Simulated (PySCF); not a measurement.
**[Dy(NH3)]3+: other functionals and bases at one geometry**

The task here is to estimate one member of a computed series from the others.

The runs use PySCF 2.14.0; several levels, as the steps say, no spin–orbit coupling.

1 further run of the same task is left out (for a known fault of the program).

**Where the work starts**

5 atoms, charge 3, spin multiplicity 1.

Bond lengths: Dy1–N2 2.312 Å, N2–H3 1.048 Å, N2–H4 1.048 Å, N2–H5 1.048 Å. Angles: Dy1–N2–H3 116.1°, Dy1–N2–H4 116.1°, Dy1–N2–H5 116.1°, H3–N2–H4 102.2°, H3–N2–H5 102.2°, H4–N2–H5 102.2°.

As a file:

```
atom    x (Å)    y (Å)    z (Å)
 Dy1   0.0000   0.0000  -0.1235
  N2   0.0000   0.0000   2.1883
  H3   0.9416   0.0000   2.6488
  H4  -0.4708   0.8155   2.6488
  H5  -0.4708  -0.8155   2.6488
```

Formal oxidation states: Dy +3. Each metal's 9 4f electrons lie in its core potential, so multiplicities, spins and levels count the valence alone. An earlier session relaxed this geometry at PBE0, Dy lcecp-1-SVP with ECP55, N def2-SVP, H def2-SVP (singlet, point group C3v).

At PBE0 on the finer grid: E = -92.195640 Eh, HOMO -27.95 eV, LUMO -20.38 eV, Mulliken charge on Dy1 +2.47 e, largest force component 0.007 eV/Å. 

Levels to run: CAM-B3LYP; revPBE; PBE0, TZVP. Hardware: 2 threads of Arm Neoverse N1, shared host.

Set-up of the first run:

The input, run.py (the lines that set the calculation):

```python
mol = gto.M(atom='''
Dy     0.00000     0.00000    -0.12355
N      0.00000     0.00000     2.18832
H      0.94163     0.00004     2.64876
H     -0.47085     0.81546     2.64876
H     -0.47079    -0.81550     2.64876''',
    basis={'Dy': 'lcecp-1-SVP', 'N': 'def2-SVP', 'H': 'def2-SVP'},
    ecp={'Dy': 'lcecp-1-SVP'},
    charge=3, spin=0)
mf = dft.RKS(mol, xc='CAMB3LYP')
mf.grids.atom_grid = (75, 302)  # f atoms: unpruned, at least (60, 302)
mf = mf.density_fit()  # fitting sets: Dy AutoAux, N def2-universal-JKFIT, H def2-universal-JKFIT
mf.conv_tol = 1e-08; mf.max_cycle = 55
mf.kernel(dm0)  # dm0: the density of the relaxed state
```

The run is started by

```sh
$ OMP_NUM_THREADS=2 python run.py
```

Steps of the session up to this table: CAM-B3LYP; revPBE; PBE0, TZVP.

One of the session's tables, all rows but one given; the rest of the session is left out.

```
              level  HOMO (eV)  gap (eV)  charge on Dy1 (e)  dipole (D)  largest force component (eV/Å)
PBE0 (relaxed here)     -27.95      7.58               2.47        3.95                            0.01
          CAM-B3LYP     -29.29     10.00               2.47        3.81                            0.06
             revPBE          ?         ?                  ?           ?                               ?
         PBE0, TZVP     -27.87      7.54               2.56        4.02                            0.32
```

Q: Estimate the row for revPBE from the others.

The run gave: HOMO (eV): -26.54; gap (eV): 5.09; charge on Dy1 (e): 2.42; dipole (D): 4.26; largest force component (eV/Å): 0.35. In the column «HOMO (eV)» it is the highest.

The dipole of a charged species depends on the origin, so these sizes hold for this origin alone.

In one basis the HOMO–LUMO gap runs from 5.09 eV (revPBE) to 10.00 eV (CAM-B3LYP). The largest leftover force, 0.35 eV/Å with revPBE, stands at a geometry relaxed at another level. With 4f in the core, its levels are missing from HOMO and gap, and its count is fixed, so no charge can pass from the ligands into it. Total energies of different levels can't be compared.
